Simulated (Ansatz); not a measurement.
# Lu2Si3P: the cost of one run

Program: Ansatz 0.2.0. Level of theory: DFT PBE, scalar-relativistic, plane waves, PAW. These are calculated values, not measurements.

**1. The starting structure**

The structure is hexagonal, space group P6/mmm (No. 191). Conventional cell: a = 5.796 Å, b = 5.796 Å, c = 3.817 Å, α = 90.00°, β = 90.00°, γ = 120.00°. Lu (site symmetry -6m2) has 6 Si at 2.54 Å and 3 Lu at 3.35 Å and 3 P at 3.35 Å in its first shell of neighbours. Around Si (site symmetry mmm) lie 4 Lu at 2.54 Å. Around P (site symmetry 6/mmm) lie 6 Lu at 3.35 Å.

As a file:

```
CELL_PARAMETERS angstrom
5.79588 0.00000 0.00000
-2.89794 5.01938 0.00000
0.00000 0.00000 3.81708
ATOMIC_POSITIONS crystal
Lu 0.66667 0.33333 0.00000
Lu 0.33333 0.66667 0.00000
Si 0.00000 0.50000 0.50000
Si 0.50000 0.50000 0.50000
Si 0.50000 0.00000 0.50000
P 0.00000 0.00000 0.00000
```

A structure generator made this guess: species swapped into a database cell of YSi2Rh3 (P6/mmm, No. 191), with P on the Y sites, Lu on the Si sites and Si on the Rh sites. Its size is a rough estimate.

**2. Probe: one point on a coarse mesh**

input.yaml

```yaml
crystal:
  lattice:
    - [5.79587943, 0.0, 0.0]
    - [-2.89793971, 5.01937882, 0.0]
    - [0.0, 0.0, 3.81708106]
  atoms:
    - { symbol: Lu, position: [0.66666667, 0.33333333, 0.0] }
    - { symbol: Lu, position: [0.33333333, 0.66666667, 0.0] }
    - { symbol: Si, position: [0.0, 0.5, 0.5] }
    - { symbol: Si, position: [0.5, 0.5, 0.5] }
    - { symbol: Si, position: [0.5, 0.0, 0.5] }
    - { symbol: P, position: [0.0, 0.0, 0.0] }
basis:
  ecutwfc: 420
kpoints:
  mp_grid: { grid: [3, 3, 4] }
hamiltonian:
  xc: pbe
scf:
  occupations: { method: gaussian, width: 0.1 }
  lower_state_search: "off"
output:
  forces: true
  stress: true
  eigenvalues: true
```

On the command line:

```bash
ansatz run input.yaml --threads 1 --pin off --max-ram 2560MiB --backend cpu --events-out ev --progress --plain --runs-dir out
```

Q: Estimate wall time and peak memory on 1 thread of Intel Xeon 6975P-C (Granite Rapids), shared host.

About 1.9 s, with a peak of 0.44 GiB.
